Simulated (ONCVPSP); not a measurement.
# Sc: generating and testing an ONCV potential

Task: generate the file, and judge it by its errors in other configurations, its logarithmic derivatives, its ghosts and its cutoff.

Method: ONCVPSP 4.0.1, PBE, scalar-relativistic.

**1. Settings**

Typed settings, in words:

| Item | Value |
| --- | --- |
| element | scandium (Sc, Z = 21) |
| type | optimised norm-conserving Vanderbilt (ONCV) |
| frozen core | [Ne] |
| valence charge | 11 |
| reference configuration | 3s2 3p6 3d1 4s1.5 (charge +0.5) |
| partial waves | 3s+4s: rc 1.60 bohr, ncon 3, nbas 6, qcut 7.2 1/bohr, 2 projectors; 3p: rc 1.05 bohr, ncon 4, nbas 7, qcut 9.2 1/bohr, 2 projectors, debl 1 Ha; 3d: rc 2.85 bohr, ncon 3, nbas 8, qcut 6.3 1/bohr, 2 projectors, debl 2.7 Ha |
| local potential | polynomial inside 1.00 bohr (lpopt 1, dvloc0 6 Ha) |
| core correction | not asked for |

An earlier all-electron run gives the scale for the radii.

All-electron outer shells of the reference configuration (PBE, scalar-relativistic, ld1.x):

```tsv
shell	level (eV)	outermost node (bohr)	outermost maximum (bohr)
2p	-391.57	–	0.23
3s	-58.35	0.42	0.92
3p	-36.94	0.39	0.97
4s	-6.87	1.32	3.02
3d	-6.44	–	1.10
4p	-3.80	1.48	3.74
```

**2. Generation**

Contents of Sc.dat:

```
# ATOM AND REFERENCE CONFIGURATION
# atsym  z   nc   nv     iexc    psfile
  Sc 21.00    3    4        4      upf
#
#   n    l    f
    1    0    2.00
    2    0    2.00
    2    1    6.00
    3    0    2.00
    3    1    6.00
    3    2    1.00
    4    0    1.50
#
# PSEUDOPOTENTIAL AND OPTIMIZATION
# lmax
    2
#
#   l,   rc,      ep,       ncon, nbas, qcut
    0    1.60    0.00    3    6    7.20
    1    1.05    0.00    4    7    9.20
    2    2.85    0.00    3    8    6.30
#
# LOCAL POTENTIAL
# lloc, lpopt,  rc(5),   dvloc0
    4    1    1.00    6.00
#
# VANDERBILT-KLEINMAN-BYLANDER PROJECTORs
# l, nproj, debl
    0    2    2.30
    1    2    1.00
    2    2    2.70
#
# MODEL CORE CHARGE
# icmod, fcfact, rcfact
    0    0.00    0.00
#
# LOG DERIVATIVE ANALYSIS
# epsh1, epsh2, depsh
   -4.00    5.00    0.02
#
# OUTPUT GRID
# rlmax, drl
    6.00    0.01
#
# TEST CONFIGURATIONS
# ncnf
    4
# nvcnf
#   n    l    f
    4
    3    0    2.00
    3    1    6.00
    3    2    1.00
    4    0    2.00
#
    4
    3    0    2.00
    3    1    6.00
    3    2    1.00
    4    0    1.00
#
    4
    3    0    2.00
    3    1    6.00
    3    2    1.00
    4    0    0.00
#
    5
    3    0    2.00
    3    1    6.00
    3    2    1.00
    4    0    0.00
    4    1    2.00
#
```

On the command line:

```
oncvpsp.x < Sc.dat > Sc.out
```

Before running it: what results should come out? Wanted: cutoffs for 1 and 0.1 mHa per electron, occupied waves; bound ghosts; GHOST(+) flags; largest test error; largest phase difference near zero energy, channels read; projector energies reset by the program.

**Answer**, as computed:

| quantity | value |
| --- | --- |
| cutoffs for 1 and 0.1 mHa per electron, occupied waves | 32 Ha and 44 Ha |
| bound ghosts | none found |
| GHOST(+) flags | none at low energy |
| largest test error (AE − PS) | -11 meV, for 3s2 3p6 3d1 4s0 |
| largest phase difference near zero energy, channels read | 0.085 rad |
| projector energies reset by the program | p: -1.357, 0.250 Ha |

In words: By total energies transferability is good: the largest error is 11 meV on 16.9 eV, for 3s2 3p6 3d1 4s0. It counts as of middling hardness, with 32 Ha needed at the looser tolerance. At the looser tolerance the 3p wave is the slowest; 3s needs 18 Ha. The program's ghost test flags no bound state. Of the channels read, d scatters worst near zero energy, by up to 0.09 rad.
